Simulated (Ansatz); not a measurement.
Geometry optimisation, DFT PBEsol, scalar-relativistic, plane waves, PAW (Ansatz).

Input file:

```yaml
crystal:
  lattice:
    - [7.398, 0.0, 0.0]
    - [-3.699, 6.406856, 0.0]
    - [0.0, 0.0, 13.0]
  atoms:
    - { symbol: C, position: [0.0, 0.0, 0.0769231] }
    - { symbol: C, position: [0.2222222, 0.1111111, 0.0769231] }
    - { symbol: C, position: [0.0, 0.3333333, 0.0769231] }
    - { symbol: C, position: [0.2222222, 0.4444444, 0.0769231] }
    - { symbol: C, position: [0.0, 0.6666667, 0.0769231] }
    - { symbol: C, position: [0.2222222, 0.7777778, 0.0769231] }
    - { symbol: C, position: [0.3333333, 0.0, 0.0769231] }
    - { symbol: C, position: [0.5555556, 0.1111111, 0.0769231] }
    - { symbol: C, position: [0.3333333, 0.3333333, 0.0769231] }
    - { symbol: C, position: [0.5555556, 0.4444444, 0.0769231] }
    - { symbol: C, position: [0.3333333, 0.6666667, 0.0769231] }
    - { symbol: C, position: [0.5555556, 0.7777778, 0.0769231] }
    - { symbol: C, position: [0.6666667, 0.0, 0.0769231] }
    - { symbol: C, position: [0.8888889, 0.1111111, 0.0769231] }
    - { symbol: C, position: [0.6666667, 0.3333333, 0.0769231] }
    - { symbol: C, position: [0.8888889, 0.4444444, 0.0769231] }
    - { symbol: C, position: [0.6666667, 0.6666667, 0.0769231] }
    - { symbol: C, position: [0.8888889, 0.7777778, 0.0769231] }
    - { symbol: B, position: [0.8800482, 0.0965973, 0.2030769] }
    - { symbol: H, position: [0.7513249, -0.0837249, 0.2168077] }
    - { symbol: H, position: [1.0603669, 0.1481973, 0.2168077] }
    - { symbol: H, position: [0.8284527, 0.2253194, 0.2168077] }
basis:
  ecutwfc: 420.0
kpoints:
  mp_grid: { grid: [2, 2, 1] }
hamiltonian:
  xc: pbesol
  pseudopotentials: { kind: paw, azcp: { folder: soft_1 } }
scf:
  occupations: { method: gaussian, width: 0.02 }
  lower_state_search: "off"
relax:
  f_tol: 0.03
  max_steps: 60
  adjacent_minimum: "off"
output:
  write_density: true
  write_potential: true
  elf: true
  volumetric_format: npy
```

Run as:

```bash
$ ansatz run input.yaml --threads 1 --pin off --max-ram 3072MiB --backend cpu --events-out ev --progress --plain --runs-dir out
```

Q: Where does it end, and by what steps?

A: The forces met the threshold. The force dipped under the threshold on the way, but the program's further checks kept it going. Limits of this set-up: coarse k mesh, slab without dipole correction, PAW files made for another functional. After 10 steps the energy has fallen by 1.419 eV; H21 moved furthest, 0.62 Å. Parted: C14–B19.

```tsv
step	energy less start (eV)	largest force component (eV/Å)	accepted
0	0.0000	2.495	yes
1	-0.8187	2.136	yes
2	-1.1975	1.515	yes
3	-1.3545	0.569	yes
4	-1.4111	0.174	yes
5	-1.3408	1.103	no
6	-1.4174	0.096	yes
7	-1.3543	0.932	no
8	-1.4189	0.058	yes
9	-1.4193	0.010	yes
10	-1.4193	0.010	yes
```

```xyz
22
Lattice="7.3980 0.0000 0.0000 -3.6990 6.4069 0.0000 0.0000 0.0000 13.0000" Properties=species:S:1:pos:R:3
C 0.014 -0.022 0.904
C 1.249 0.695 0.877
C -1.232 2.132 0.905
C 0.010 2.843 0.879
C -2.452 4.264 0.862
C -1.228 4.971 0.868
C 2.467 -0.013 0.867
C 3.708 0.706 0.874
C 1.245 2.127 0.875
C 2.472 2.835 0.867
C 0.006 4.254 0.869
C 1.246 4.967 0.875
C 4.937 -0.012 0.905
C 6.170 0.699 0.980
C 3.707 2.118 0.870
C 4.947 2.833 0.872
C 2.468 4.260 0.871
C 3.711 4.977 0.872
B 6.116 0.672 3.198
H 6.090 -0.527 3.328
H 7.165 1.249 3.347
H 5.089 1.293 3.328
```

Time of the run: 110 s on 1 thread of Arm Neoverse V1, on a shared host, peak memory 0.69 GiB.
